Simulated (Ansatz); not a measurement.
# CdS5: the cost of one run

Method: DFT PBE, scalar-relativistic, plane waves, PAW, in Ansatz 0.2.0.

### 1 The structure to begin with

Symmetry: P6/mmm, No. 191, hexagonal system. Conventional cell: a = 6.104 Å, b = 6.104 Å, c = 4.743 Å, α = 90.00°, β = 90.00°, γ = 120.00°. Cd (site symmetry 6/mmm) has 18 S at 3.52 to 3.87 Å as nearest neighbours. S (site symmetry -6m2) has 9 S at 2.95 to 3.52 Å and 3 Cd at 3.52 Å as nearest neighbours. Around S (site symmetry mmm) lie 8 S at 2.95 to 3.05 Å and 4 Cd at 3.87 Å.

Structure file:

```
CELL_PARAMETERS angstrom
6.10384 0.00000 0.00000
-3.05192 5.28608 0.00000
0.00000 0.00000 4.74305
ATOMIC_POSITIONS crystal
Cd 0.00000 0.00000 0.00000
S 0.33333 0.66667 0.00000
S 0.66667 0.33333 0.00000
S 0.50000 0.00000 0.50000
S 0.50000 0.50000 0.50000
S 0.00000 0.50000 0.50000
```

The cell is invented: species swapped into a database cell of LaCo5 (P6/mmm, No. 191), with Cd on the La sites and S on the Co sites. The dimensions are guesses.

### 2 The guess as it stands, on a coarse mesh

File input.yaml:

```yaml
crystal:
  lattice:
    - [6.10384371, 0.0, 0.0]
    - [-3.05192185, 5.28608371, 0.0]
    - [0.0, 0.0, 4.74305492]
  atoms:
    - { symbol: Cd, position: [0.0, 0.0, 0.0] }
    - { symbol: S, position: [0.33333333, 0.66666667, 0.0] }
    - { symbol: S, position: [0.66666667, 0.33333333, 0.0] }
    - { symbol: S, position: [0.5, 0.0, 0.5] }
    - { symbol: S, position: [0.5, 0.5, 0.5] }
    - { symbol: S, position: [0.0, 0.5, 0.5] }
basis:
  ecutwfc: 420
kpoints:
  mp_grid: { grid: [3, 3, 4] }
hamiltonian:
  xc: pbe
scf:
  occupations: { method: gaussian, width: 0.1 }
  lower_state_search: "off"
output:
  forces: true
  stress: true
  eigenvalues: true
```

On the command line:

```console
$ ansatz run input.yaml --threads 1 --pin off --max-ram 2560MiB --backend cpu --events-out ev --progress --plain --runs-dir out
```

Q: Estimate wall time and peak memory on 1 thread of Arm Neoverse V1, shared host.

About 2.7 s, with a peak of 0.37 GiB.
